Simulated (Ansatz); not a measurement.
# TaN (TaN (100), 4 layers): how the settings move a single-point run

Aim: see which settings change the result for TaN (TaN (100), 4 layers), by how much, and at what cost.

Method: reference: DFT, PBE, PAW with Ansatz's default frozen-core files, scalar-relativistic, in Ansatz 0.2.0.

### 1 The structure to begin with

Symmetry: P4/nmm, No. 129, tetragonal system. The conventional cell has a = 3.123 Å, b = 3.123 Å, c = 22.626 Å, α = 90.00°, β = 90.00°, γ = 90.00°. Around Ta (site symmetry 4mm) lie 5 N at 2.21 Å. N (site symmetry 4mm) is surrounded by 5 Ta at 2.21 Å. Around Ta (site symmetry 4mm) lie 6 N at 2.21 Å. Around N (site symmetry 4mm) lie 6 Ta at 2.21 Å.

Coordinates:

```
CELL_PARAMETERS angstrom
3.12339 0.00000 0.00000
0.00000 3.12339 0.00000
0.00000 0.00000 22.62570
ATOMIC_POSITIONS crystal
Ta 0.00000 0.00000 0.35358
N 0.50000 0.50000 0.35358
Ta 0.50000 0.50000 0.45119
N 0.00000 0.00000 0.45119
Ta 0.00000 0.00000 0.54881
N 0.50000 0.50000 0.54881
Ta 0.50000 0.50000 0.64642
N 0.00000 0.00000 0.64642
```

### 2 Reference

input.yaml reads:

```yaml
crystal:
  lattice:
    - [3.1233934549, 0.0, 0.0]
    - [0.0, 3.1233934549, 0.0]
    - [0.0, 0.0, 22.6257]
  atoms:
    - { symbol: Ta, position: [0.0, 0.0, 0.3535798212] }
    - { symbol: "N", position: [0.5, 0.5, 0.3535798212] }
    - { symbol: Ta, position: [0.5, 0.5, 0.4511932734] }
    - { symbol: "N", position: [0.0, 0.0, 0.4511932734] }
    - { symbol: Ta, position: [0.0, 0.0, 0.5488067261] }
    - { symbol: "N", position: [0.5, 0.5, 0.5488067261] }
    - { symbol: Ta, position: [0.5, 0.5, 0.6464201788] }
    - { symbol: "N", position: [0.0, 0.0, 0.6464201788] }
kpoints:
  mp_grid: { grid: [13, 13, 1] }
scf:
  occupations: { method: fermi_dirac, width: 0.08 }
hamiltonian:
  xc: pbe
  pseudopotentials: { kind: paw }
output:
  forces: true
  stress: true
  eigenvalues: true
  populations: true
efield:
  axis: 3
  amplitude: 0
  dipole_correction: true
```

On the command line:

```bash
$ ansatz run input.yaml --threads 3 --pin off --max-ram 8192MiB --backend cpu --events-out ev --progress --plain --runs-dir out
```

### 3 Changed: symmetry.detect false, eigensolver.kind davidson

input.yaml, as its differences from that of step 2:

```diff
@@ -14,2 +14,3 @@
     - { symbol: "N", position: [0.0, 0.0, 0.6464201788] }
+  symmetry: { detect: false }
 kpoints:
@@ -18,2 +19,3 @@
   occupations: { method: fermi_dirac, width: 0.08 }
+  eigensolver: { kind: davidson }
 hamiltonian:
```

Before running it: what results should come out? Wanted: for each run, ending; energy change; gap; force.

**Answer**, as computed:

| run | ending | energy change | gap (eV) | force (eV/Å) | cycles | time |
| --- | --- | --- | --- | --- | --- | --- |
| reference | converged | 0 | 0.00 | 2.11 | 8 | 15 s |
| 1: symmetry.detect false, eigensolver.kind davidson | converged | 0.0 meV/atom | 0.00 | 2.11 | 8 | 56 s |

Residual by cycle in the longest SCF loop of each run; runs are numbered as in the table. The quantity is the density residual dr2, in eV.

| cycle | reference | run 1 |
| --- | --- | --- |
| 1 | 0.413 | 0.422 |
| 2 | 0.0831 | 0.0851 |
| 3 | 6.3e-4 | 7.0e-4 |
| 4 | 1.3e-4 | 1.6e-4 |
| 5 | 6.0e-5 | 5.2e-5 |
| 6 | 2.5e-6 | 3.4e-6 |
| 7 | 7.5e-7 | 6.0e-7 |
| 8 | 7.3e-8 | 9.7e-8 |

Energy and cycle count are those of the reference, so the change (use of symmetry and solver) left the result and the number of cycles as they were. Cost: 56 s against 15 s.
